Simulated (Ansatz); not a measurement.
# C3H4F4: the cost of one run

Method: the settings change from run to run; program: Ansatz 0.2.0, Gaussian basis.

## 1. The relaxed structure

An earlier PBE0-D4 in a triple-zeta def2 set relaxation fixed the geometry.

11 atoms, charge 0, spin multiplicity 1.

Atoms are counted from 1 here; the program's logs count them from 0.

Bond lengths: F1–C2 1.355 Å, C2–F3 1.361 Å, C2–C4 1.506 Å, C2–H8 1.094 Å, C4–C5 1.506 Å, C4–H9 1.092 Å, C4–H10 1.092 Å, C5–F6 1.355 Å, C5–F7 1.361 Å, C5–H11 1.094 Å. Angles: F1–C2–F3 107.4°, F1–C2–C4 109.5°, F1–C2–H8 108.2°, F3–C2–C4 109.8°, F3–C2–H8 107.8°, C4–C2–H8 113.9°, C2–C4–C5 112.4°, C2–C4–H9 109.2°, C2–C4–H10 108.6°, C5–C4–H9 108.6°, C5–C4–H10 109.2°, H9–C4–H10 108.8°, C4–C5–F6 109.5°, C4–C5–F7 109.8°, C4–C5–H11 113.9°, F6–C5–F7 107.4°, F6–C5–H11 108.2°, F7–C5–H11 107.8°.

## 2. wB97X/def2-mTZVPP

Set apart from the defaults: multiplicity 3.

The input, in.yaml:

```yaml
crystal:
  periodic: [false, false, false]
  atoms:
    - {symbol: F, position_ang: [-1.825156, -1.086301, 1.132958]}
    - {symbol: C, position_ang: [-0.560276, -0.636183, 0.950903]}
    - {symbol: F, position_ang: [0.263948, -1.718772, 0.974779]}
    - {symbol: C, position_ang: [-0.458652, 0.054411, -0.383343]}
    - {symbol: C, position_ang: [0.926183, 0.580377, -0.653628]}
    - {symbol: F, position_ang: [0.951253, 1.189930, -1.863374]}
    - {symbol: F, position_ang: [1.255835, 1.514632, 0.279328]}
    - {symbol: H, position_ang: [-0.298196, 0.001270, 1.799962]}
    - {symbol: H, position_ang: [-1.159637, 0.891573, -0.409537]}
    - {symbol: H, position_ang: [-0.732004, -0.657757, -1.165007]}
    - {symbol: H, position_ang: [1.702002, -0.190281, -0.642440]}
basis:
  gaussian: {orbitals: def2-mTZVPP}
magnetization: {spin_polarized: true, initial_magnetization: 2}
hamiltonian: {xc: {name: wB97X}}
output: {forces: true}
```

Launch:

```
ansatz run in.yaml --threads 4 --pin off --events-out ev --progress --plain --max-ram 11315MiB
```

What time and memory should one allow on 4 threads of AMD EPYC 9R45, shared host?

About 11 s, with a peak of 1.1 GiB.
